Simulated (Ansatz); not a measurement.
I need harmonic frequencies at the relaxed geometry of AlAsH3N, SMILES [NH]1[AlH][AsH]1. Use Ansatz 0.2.0 through its Python package. Level of theory (for the species named): PBE, def2-SVP basis, multiplicity 1.

```xyz
6

N    -0.4282   -1.0161   -0.3118
Al    0.4052    0.6445   -0.8248
As    0.6453   -0.6944    1.1616
H    -1.3707   -0.6970   -0.0368
H     1.1550    1.4931   -1.9683
H    -0.3645    0.2058    1.9339
```

Script `freq_alash3n.py`:
```python
'''Vibrations of AlAsH3N.'''

import warnings

import ansatz as az
import numpy as np

warnings.simplefilter('ignore', az.DeckWarning)

geometry_ang = [
    ('N', (-0.4282, -1.0161, -0.3118)),
    ('Al', (0.4052, 0.6445, -0.8248)),
    ('As', (0.6453, -0.6944, 1.1616)),
    ('H', (-1.3707, -0.697, -0.0368)),
    ('H', (1.155, 1.4931, -1.9683)),
    ('H', (-0.3645, 0.2058, 1.9339)),
]
alash3n = az.Crystal.molecule()
for symbol, xyz in geometry_ang:
    alash3n = alash3n.atom(symbol, xyz)

calculation = (
    alash3n.calculation()
    .basis(gaussian='def2-SVP')
    .functional('PBE')
)
symbols = [site.symbol for site in alash3n.cartesian_sites]
start = np.array([site.position_ang for site in alash3n.cartesian_sites], dtype=float)
r = calculation.relax(force_tolerance=0.003).run().report
end = np.array(r['positions_ang'])

print('final positions (A) and the move of each atom')
for symbol, xyz, old in zip(symbols, end, start):
    print(f'{symbol:2s} {xyz[0]:10.5f} {xyz[1]:10.5f} {xyz[2]:10.5f}   {np.linalg.norm(xyz - old):7.4f}')

# same settings at the minimum
minimum = az.Crystal.molecule()
for symbol, xyz in zip(symbols, end):
    minimum = minimum.atom(symbol, xyz.tolist())
vibrating = minimum.calculation()
vibrating = vibrating.basis(gaussian='def2-SVP')
vibrating = vibrating.functional('PBE')
vibrating = vibrating.phonons(temperatures=(298.15, 498.15, 100))
vib = vibrating.run().report['vibrations']
sums = vib['harmonic_sums']
modes = [m['omega_inv_cm'] for m in sums['modes_at_gamma'] if m['rigid_motion'] == 'no']
for number, w in enumerate(modes, start=1):
    print(f'mode {number:2d} {w:9.1f} 1/cm {w / 8065.544 * 1000:8.2f} meV')
print('imaginary modes:', sum(w < 0 for w in modes), ' zero-point energy:', round(sums['zero_point_energy_ev'], 4), 'eV')
print('T (K)   F_vib (eV)   S_vib (meV/K)   C_vib (meV/K)')
for row in zip(sums['temperatures_k'], sums['vibrational_free_energy_ev'], vib['entropy_ev_per_k'], vib['heat_capacity_ev_per_k']):
    print(f'{row[0]:6.1f} {row[1]:11.4f} {1000 * row[2]:13.4f} {1000 * row[3]:15.4f}')
```

```console
$ python freq_alash3n.py
final positions (A) and the move of each atom
N    -0.61598   -0.60130   -0.32931    0.4557
Al    0.64065    0.54063   -0.76645    0.2639
As    0.55577   -0.73259    1.26999    0.1457
H    -1.46820   -1.15887   -0.38824    0.5885
H     1.03769    1.49902   -1.97045    0.1175
H    -0.10783    0.38901    2.13826    0.3758
mode  1     333.7 1/cm    41.38 meV
mode  2     370.0 1/cm    45.88 meV
mode  3     414.4 1/cm    51.37 meV
mode  4     428.8 1/cm    53.17 meV
mode  5     537.5 1/cm    66.65 meV
mode  6     566.0 1/cm    70.17 meV
mode  7     758.4 1/cm    94.03 meV
mode  8     831.1 1/cm   103.05 meV
mode  9     931.9 1/cm   115.54 meV
mode 10    1906.8 1/cm   236.42 meV
mode 11    1980.7 1/cm   245.57 meV
mode 12    3554.6 1/cm   440.71 meV
imaginary modes: 0  zero-point energy: 0.782 eV
T (K)   F_vib (eV)   S_vib (meV/K)   C_vib (meV/K)
 298.1      0.7592        0.2486          0.4367
 398.1      0.7271        0.3920          0.5526
 498.1      0.6811        0.5249          0.6329
```

The frequencies are harmonic and unscaled, in a modest basis. The result belongs to the one conformer reached from this start, and soft torsions count as harmonic oscillators. Timing: 40 s on 1 thread of Intel(R) Xeon(R) 6975P-C (Granite Rapids) (shared host), peak memory 0.2 GiB.

(A comment or docstring line of the script was reworded after the run, the code is as it ran; lines on the test bed's own set-up are left out of the output.)
